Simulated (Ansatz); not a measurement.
This script for Ansatz 0.2.0, Python API starts 4 runs on Si2W, space group I4/mmm. What input does the engine get in each?

Script `smear_si2w.py`:
```python
"""How the energy of Si2W depends on the smearing."""

import argparse

import ansatz as az
import pandas as pd
from pymatgen.core import Lattice, Structure
from pymatgen.io.ase import AseAtomsAdaptor

parser = argparse.ArgumentParser(description="How the energy of Si2W depends on the smearing.")
parser.add_argument("--cutoff", type=float, required=True, help="plane-wave cutoff (eV)")
parser.add_argument("--kmesh", type=int, nargs=3, required=True, help="k-point sampling")
args = parser.parse_args()

pmg_structure = Structure(
    Lattice([[-1.6069, 1.6069, 3.91495], [1.6069, -1.6069, 3.91495], [1.6069, 1.6069, -3.91495]]),
    ["Si", "Si", "W"],
    [
        [0.3347, 0.3347, 0.0],
        [0.6653, 0.6653, 0.0],
        [0.0, 0.0, 0.0],
    ],
)
structure = az.Crystal.from_ase(AseAtomsAdaptor.get_atoms(pmg_structure))

calculation = (
    structure.calculation()
    .basis(args.cutoff)
    .kpoints(mesh=args.kmesh, center="gamma")
    .functional(az.Functional.PBE)
)

rows = []
for value in [0.5, 0.3, 0.2, 0.1]:
    report = calculation.occupations("cold", width=value).run().report
    rows.append((value, report["free_energy_ev"] / len(report["lattice"]["sites"]), report["n_iterations"], report["n_kpoints"]))

table = pd.DataFrame(rows, columns=["width (eV)", "F/atom (eV)", "iterations", "k-points"])
print(table.round(5).to_string(index=False))

# the last row is the reference
for row in rows[:-1]:
    shift = 1000 * (row[1] - rows[-1][1])
    print(f"{row[0]}: {shift:+.2f} meV/atom" + ("  (within 1 meV)" if abs(shift) < 1 else ""))
```

Run 1:
```yaml
crystal:
  lattice:
    - [-1.6069, 1.6069, 3.91495]
    - [1.6069, -1.6069, 3.91495]
    - [1.6069, 1.6069, -3.91495]
  atoms:
    - { symbol: Si, position: [0.33469999999999994, 0.3347, 0.0] }
    - { symbol: Si, position: [0.6653, 0.6652999999999999, 0.0] }
    - { symbol: W, position: [0.0, 0.0, 0.0] }
basis:
  ecutwfc: 420.0
kpoints:
  mp_grid:
    grid: [13, 13, 13]
    shift: [0.0, 0.0, 0.0]
hamiltonian:
  xc: pbe
scf:
  occupations:
    method: cold
    width: 0.5
```

Run 2, against run 1:
```diff
-    width: 0.5
+    width: 0.3
```

Run 3, against run 1:
```diff
-    width: 0.5
+    width: 0.2
```

Run 4, against run 1:
```diff
-    width: 0.5
+    width: 0.1
```

```console
$ python smear_si2w.py --cutoff 420.0 --kmesh 13 13 13
 width (eV)  F/atom (eV)  iterations  k-points
        0.5  -3885.81429           6       196
        0.3  -3885.81716           6       196
        0.2  -3885.81813           6       196
        0.1  -3885.81851           5       196
0.5: +4.22 meV/atom
0.3: +1.35 meV/atom
0.2: +0.38 meV/atom  (within 1 meV)
```

Going from 0.1 to 0.5 eV changes F by +4.2 meV an atom. This scheme is built to cancel the term in the square of the width, so the shifts stay small and are partly the mesh's error.

Notes:
- The narrowest width needs the finest mesh, so the last row is no converged reference.
- Spin-orbit coupling, which matters for elements this heavy, is left out.
- The starting cell is as deposited in a crystallographic database; the results hold for this polymorph, which needn't be the stable one.
- Run time: 22 s on 1 thread of Arm Neoverse V1 (shared host), peak memory 0.53 GiB.
